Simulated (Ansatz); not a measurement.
# CH₃NOSi: taking an electron away

The task here is to estimate one member of a computed series from the others.

Method: unrestricted cation, the program's frozen cores in correlated methods; program: Ansatz 0.2.0, Gaussian basis.

Plan: UKS PBE-D4/def2-TZVPP; UKS r2SCAN-D4/def2-TZVPP; UKS PBE0-D4/def2-TZVPP; UKS B3LYP-D4/def2-TZVPP; UKS wB97X-V/def2-TZVPP; UKS wB97M-V/def2-TZVPP; UKS B2PLYP/def2-TZVPP; UHF-CCSD(T)/def2-TZVPP; UHF-MP2/def2-QZVPP; extrapolation to the limit; then −ε(HOMO) from the neutral's earlier runs with LDA (SPW92), PBE-D4, revPBE-D4, BLYP-D4, r2SCAN-D4, B97M-V, PBE0-D4, B3LYP-D4, r2SCANh-D4, r2SCAN0-D4, HSE06-D4, BHLYP-D4, CAM-B3LYP-D4, LC-ωPBE, ωB97X-V, ωB97M-V.

## Structure used throughout

All runs share one geometry, relaxed beforehand with PBE0-D4 in a triple-zeta def2 set.

SMILES `N#CO[SiH3]`, 7 atoms, charge 0, spin multiplicity 1.

Atoms are counted from 1 here; the program's logs count them from 0.

Bond lengths: N1–C2 1.155 Å, C2–O3 1.278 Å, O3–Si4 1.697 Å, Si4–H5 1.474 Å, Si4–H6 1.479 Å, Si4–H7 1.479 Å. Angles: N1–C2–O3 178.6°, C2–O3–Si4 124.2°, O3–Si4–H5 103.3°, O3–Si4–H6 108.3°, O3–Si4–H7 108.3°, H5–Si4–H6 112.6°, H5–Si4–H7 112.5°, H6–Si4–H7 111.4°.

As a file:

```
N     1.95580   -1.20233    1.49634
C     1.05597   -1.07229    0.78465
O     0.05833   -0.96029   -0.00541
Si   -0.61759    0.52140   -0.48407
H    -1.72711    0.11887   -1.36785
H    -1.08523    1.23002    0.72641
H     0.42093    1.29671   -1.19578
```

Set-up of the first run:

Contents of in.yaml:

```yaml
crystal:
  periodic: [false, false, false]
  atoms:
    - {symbol: N, position_ang: [1.955804, -1.202325, 1.496337]}
    - {symbol: C, position_ang: [1.055970, -1.072294, 0.784647]}
    - {symbol: O, position_ang: [0.058330, -0.960290, -0.005405]}
    - {symbol: Si, position_ang: [-0.617592, 0.521402, -0.484071]}
    - {symbol: H, position_ang: [-1.727112, 0.118871, -1.367847]}
    - {symbol: H, position_ang: [-1.085230, 1.230025, 0.726414]}
    - {symbol: H, position_ang: [0.420929, 1.296712, -1.195776]}
basis:
  gaussian: {orbitals: def2-TZVPP}
total_charge: 1
magnetization: {spin_polarized: true, initial_magnetization: 1}
hamiltonian: {xc: pbe, dispersion: d4}
```

Launch:

```sh
$ ansatz run in.yaml --threads 2 --pin off --events-out ev --progress --plain --max-ram 4352MiB
```

Among the steps run: Cation, UKS PBE-D4/def2-TZVPP; Cation, UKS r2SCAN-D4/def2-TZVPP; Cation, UKS PBE0-D4/def2-TZVPP; Cation, UKS B3LYP-D4/def2-TZVPP; Cation, UKS wB97X-V/def2-TZVPP; Cation, UKS wB97M-V/def2-TZVPP; Cation, UKS B2PLYP (frozen core)/def2-TZVPP; Cation, UHF-CCSD(T)/def2-TZVPP; Cation, UHF-MP2/def2-QZVPP.

One table of the session follows, with a row left open; its other results are not shown here.

For comparison, −ε(HOMO) of the neutral from earlier runs:

```
  functional  −ε(HOMO) (eV)
 LDA (SPW92)           7.58
      PBE-D4           7.37
   revPBE-D4           7.29
     BLYP-D4           7.24
   r2SCAN-D4           7.66
      B97M-V           7.70
     PBE0-D4           8.78
    B3LYP-D4           8.53
  r2SCANh-D4           8.19
  r2SCAN0-D4           8.99
    HSE06-D4           8.37
    BHLYP-D4          10.08
CAM-B3LYP-D4          10.21
     LC-ωPBE              ?
     ωB97X-V          11.20
     ωB97M-V          11.10
```

Q: Estimate the row for LC-ωPBE from the others.

As computed: −ε(HOMO) (eV): 11.61. In the column «−ε(HOMO) (eV)» it is the highest.
